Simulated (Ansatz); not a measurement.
# C4H12Si, 17 atoms: tuning a run for speed

Wanted: the time that a single point at HF takes for C4H12Si, and which launch flags, input keys and shares of the machine shorten it.

Program: Ansatz 0.2.0 (single point, HF, Gaussian basis). Host: Arm Neoverse N1, 56 cores, 56 hardware threads, 90 GiB; it was booked for these runs alone, one at a time. Each run is timed once from launch to exit, start-up included.

## Step 1: The job

A molecule of 17 atoms and 50 electrons, SMILES C[Si](C)(C)C, in the basis cc-pvtz.

## Step 2: The reference run

input.yaml reads:

```yaml
crystal:
  periodic: [false, false, false]
  atoms:
    - { symbol: C, position_ang: [-0.4000, -1.1900, -1.3900] }
    - { symbol: Si, position_ang: [0.0000, 0.0000, 0.0000] }
    - { symbol: C, position_ang: [0.0100, 1.7500, -0.6600] }
    - { symbol: C, position_ang: [-1.3000, -0.1500, 1.3500] }
    - { symbol: C, position_ang: [1.6900, -0.4100, 0.7100] }
    - { symbol: H, position_ang: [-1.3800, -0.9700, -1.8200] }
    - { symbol: H, position_ang: [-0.4100, -2.2200, -1.0300] }
    - { symbol: H, position_ang: [0.3400, -1.1200, -2.1900] }
    - { symbol: H, position_ang: [0.2400, 2.4700, 0.1300] }
    - { symbol: H, position_ang: [-0.9700, 2.0100, -1.0800] }
    - { symbol: H, position_ang: [0.7600, 1.8700, -1.4500] }
    - { symbol: H, position_ang: [-2.2900, 0.0800, 0.9600] }
    - { symbol: H, position_ang: [-1.3200, -1.1700, 1.7500] }
    - { symbol: H, position_ang: [-1.0800, 0.5300, 2.1700] }
    - { symbol: H, position_ang: [1.7100, -1.4300, 1.1000] }
    - { symbol: H, position_ang: [2.4600, -0.3300, -0.0600] }
    - { symbol: H, position_ang: [1.9400, 0.2800, 1.5200] }
basis:
  gaussian: { orbitals: cc-pvtz }
hamiltonian: { xc: hf }
```

Launch:

```
taskset -c 8-63 ansatz run input.yaml --backend cpu --max-ram 64GiB --events-out ev --progress --plain --runs-dir out
```

## Step 3: Change: x pbe

input.yaml, as its differences from that of step 2:

```diff
@@ -22,2 +22,2 @@
   gaussian: { orbitals: cc-pvtz }
-hamiltonian: { xc: hf }
+hamiltonian: { xc: pbe }
```

## Step 4: Change: x r2scan

input.yaml, as its differences from that of step 3:

```diff
@@ -22,2 +22,2 @@
   gaussian: { orbitals: cc-pvtz }
-hamiltonian: { xc: pbe }
+hamiltonian: { xc: r2scan }
```

## Step 5: Change: x pbe0

input.yaml, as its differences from that of step 4:

```diff
@@ -22,2 +22,2 @@
   gaussian: { orbitals: cc-pvtz }
-hamiltonian: { xc: r2scan }
+hamiltonian: { xc: pbe0 }
```

## Step 6: Change: f 3

input.yaml, as its differences from that of step 5:

```diff
@@ -22,2 +22,2 @@
   gaussian: { orbitals: cc-pvtz }
-hamiltonian: { xc: pbe0 }
+hamiltonian: { xc: { name: wB97M-V } }
```

## Step 7: Change: f 2

input.yaml, as its differences from that of step 6:

```diff
@@ -22,2 +22,2 @@
   gaussian: { orbitals: cc-pvtz }
-hamiltonian: { xc: { name: wB97M-V } }
+correlation: { method: mp2 }
```

## Step 8: Change: f 3

input.yaml, as its differences from that of step 7:

```diff
@@ -22,2 +22,3 @@
   gaussian: { orbitals: cc-pvtz }
-correlation: { method: mp2 }
+hamiltonian: { xc: pbe0 }
+correlation: { method: rpa }
```

## Step 9: Change: f 60

input.yaml, as its differences from that of step 8:

```diff
@@ -22,3 +22,2 @@
   gaussian: { orbitals: cc-pvtz }
-hamiltonian: { xc: pbe0 }
-correlation: { method: rpa }
+correlation: { method: ccsd_t }
```

(Steps that only read results are left out.)

Q: Predict the timings and the best choice. Wanted: reference; best change; worst change.

**Answer**, as computed:

| quantity | value |
| --- | --- |
| reference | 0.79 s on 56 threads |
| best change | none beyond the noise |
| worst change | f 60: 70 times as slow |

Changes under about 39 % are taken as noise (0.3 s of jitter at start-up on so short a run). No change beats the defaults here. f 60 costs most. The figures hold for this build, input and host.
